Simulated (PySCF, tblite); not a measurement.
# C₂H₇F₃NSi₂ radical: geometry, infrared bands and EPR parameters

Aim: predict the infrared bands and EPR parameters of C₂H₇F₃NSi₂ radical (`[CH2][Si@H](N[SiH3])C(F)(F)F`).

Programs: tblite 0.8.0 and PySCF 2.14.0, with density-fitted response routines of our own. Each step states its level of theory. These are calculated values for one molecule in the gas phase, unless marked as measured. Atoms are numbered from 0 throughout.

### 1 The starting structure

15 atoms, charge 0, multiplicity 2; geometry from: force field or distance geometry start.

Bonds of the start (Å): C0–Si1 1.88, Si1–N2 1.79, N2–Si3 1.77, Si1–C4 1.87, C4–F5 1.38, C4–F6 1.37, C4–F7 1.38, C0–H8 1.12, C0–H9 1.11, Si1–H10 1.46, N2–H11 1.03, Si3–H12 1.49, Si3–H13 1.45, Si3–H14 1.47.

### 2 Relaxing the molecule with GFN2-xTB

What the job is given:

```
{"job": {"kind": "relax", "xc": "GFN2-xTB", "basis": "xTB"}, "charge": 0, "multiplicity": 2}
C     -1.277500    -1.774900     0.416700
Si    -0.580400    -0.221600    -0.387600
N      0.775100     0.361800     0.630700
Si     2.345000     0.325600    -0.182200
C     -1.927400     1.068400    -0.223900
F     -2.136800     1.239200     1.130700
F     -3.083900     0.691100    -0.860100
F     -1.403500     2.254400    -0.704100
H     -0.982700    -1.719500     1.494500
H     -0.809100    -2.668800    -0.045300
H     -0.206200    -0.447900    -1.779100
H      0.735200    -0.089300     1.557900
H      3.310800     0.920300     0.779500
H      2.418400     1.107600    -1.405200
H      2.818600    -1.038400    -0.444300
```

The run is started by

```
> OMP_NUM_THREADS=1 python probes_run.py task.json out
```

One launch serves the whole session: the jobs run in the order shown.

**Question.** This job is followed by: GFN2-xTB harmonic vibrations, gas phase; UKS B3LYP, pcH-1 on C F H N Si, non-relativistic, mean-field spin-orbit, GIAO. What will the session give for the following? strongest single infrared mode (GFN2-xTB); zero-point energy (GFN2-xTB); g(iso) (B3LYP); ⟨S²⟩; largest a(iso) (averaged by class); potential on the surface of density 0.002 e/bohr³, 1st and 99th percentile.

As calculated:

```
                                                                  quantity                 value
                                 strongest single infrared mode (GFN2-xTB)  805 cm⁻¹, 437 km/mol
                                              zero-point energy (GFN2-xTB)         52.3 kcal/mol
                                                            g(iso) (B3LYP)               2.00270
                                                                      ⟨S²⟩    0.753 (exact 0.75)
                                        largest a(iso) (averaged by class)   13C on C0, 81.5 MHz
potential on the surface of density 0.002 e/bohr³, 1st and 99th percentile    -0.76 V and 1.84 V
```

**Reading.** The optimisation took 138 steps and gained 1.124 eV; among the close pairs (by a distance rule), Si1–C4 changed most, from 1.872 to 1.948 Å. No mode is imaginary among the 39: a minimum at this level. The strongest single mode, at 805 cm⁻¹, moves mainly H13, H12 and H14. Unscaled tight-binding wavenumbers are off by several per cent, some by more. Its intensities can rank the bands wrongly. Most of the unpaired spin sits on C0 (1.04 e). The isotropic g lies 0.4 ppt above the free-electron value. These values are for one conformer; the search (at its own cheap level) found 2 more, at 0.14, 0.42 kcal/mol, and measured spectra average over such forms.
